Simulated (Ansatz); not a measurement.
# HfZr2Se6: the cost of one run

Program: Ansatz 0.2.0. Level of theory: DFT PBE, scalar-relativistic, plane waves, PAW. These are calculated values, not measurements.

1 further run of the same task is left out (set aside as unsound or not needed). Runs told in other sessions of the task aren't counted.

**1. The system as given**

The structure is trigonal, space group P-3m1 (No. 164). The conventional cell has a = 3.790 Å, b = 3.790 Å, c = 20.816 Å, α = 90.00°, β = 90.00°, γ = 120.00°. Zr (site symmetry 3m) has 6 Se at 2.70 Å in its first shell of neighbours. Hf (site symmetry -3m) has 6 Se at 2.69 Å in its first shell of neighbours. Se (site symmetry 3m) is surrounded by 3 Zr at 2.70 Å. Se (site symmetry 3m) is surrounded by 3 Hf at 2.69 Å.

As a file:

```
Zr Hf Se
1.0
     3.78972    0.00000    0.00000
    -1.89486    3.28199    0.00000
     0.00000    0.00000   20.81599
Zr Hf Se
2 1 6
Direct
  0.00000 0.00000 0.83443
  0.00000 0.00000 0.16557
  0.00000 0.00000 0.50000
  0.33333 0.66667 0.91067
  0.33333 0.66667 0.24180
  0.33333 0.66667 0.57535
  0.66667 0.33333 0.08933
  0.66667 0.33333 0.42465
  0.66667 0.33333 0.75820
```

It is the end of an earlier relaxation with the same method, from a generated guess; it is a trial structure. At a tolerance of 0.02 Å it has space group P-3m1 (No. 164); it has 28.77 Å³/atom, an uncorrected energy of -1.35 eV/atom over the elements.

**2. Bands, states and charges**

The input, input.yaml:

```yaml
crystal:
  lattice:
    - [3.7897182879, -2.89e-08, 0.0]
    - [-1.8948591189, 3.2819923249, 0.0]
    - [0.0, 0.0, 20.8159916]
  atoms:
    - { symbol: Zr, position: [0.0, 0.0, 0.834434] }
    - { symbol: Zr, position: [0.0, 0.0, 0.165566] }
    - { symbol: Hf, position: [0.0, 0.0, 0.5] }
    - { symbol: Se, position: [0.3333333333, 0.6666666667, 0.910672] }
    - { symbol: Se, position: [0.3333333333, 0.6666666667, 0.241802] }
    - { symbol: Se, position: [0.3333333333, 0.6666666667, 0.575347] }
    - { symbol: Se, position: [0.6666666667, 0.3333333333, 0.089328] }
    - { symbol: Se, position: [0.6666666667, 0.3333333333, 0.424653] }
    - { symbol: Se, position: [0.6666666667, 0.3333333333, 0.758198] }
basis:
  ecutwfc: 420
kpoints:
  mp_grid: { grid: [12, 12, 2] }
  band_path:
    path:
      - [[0.0, 0.0, 0.0], [0.5, 0.0, 0.0], [0.33333333, 0.33333333, 0.0], [0.0, 0.0, 0.0], [0.0, 0.0, 0.5], [0.5, 0.0, 0.5], [0.33333333, 0.33333333, 0.5], [0.0, 0.0, 0.5]]
      - [[0.5, 0.0, 0.5], [0.5, 0.0, 0.0]]
      - [[0.33333333, 0.33333333, 0.5], [0.33333333, 0.33333333, 0.0]]
    npoints: 14
hamiltonian:
  xc: pbe
scf:
  occupations: { method: gaussian, width: 0.02 }
  n_extra_bands: 22
output:
  forces: true
  stress: true
  eigenvalues: true
  populations: true
  dos: { projected: true, de: 0.02, nscf_kmesh: { grid: [18, 18, 3] } }
  bader: true
  write_density: true
  write_potential: true
  elf: true
  volumetric_format: npy
```

Run with:

```console
> ansatz run input.yaml --threads 4 --pin off --max-ram 8192MiB --backend cpu --events-out ev --progress --plain --runs-dir out
```

**Question.** How long does this run take on 4 threads of Intel Xeon Platinum 8259CL at 2.50GHz (Skylake/Cascade Lake), shared host, and how much memory does it need?

About 85 s, with a peak of 2.1 GiB.
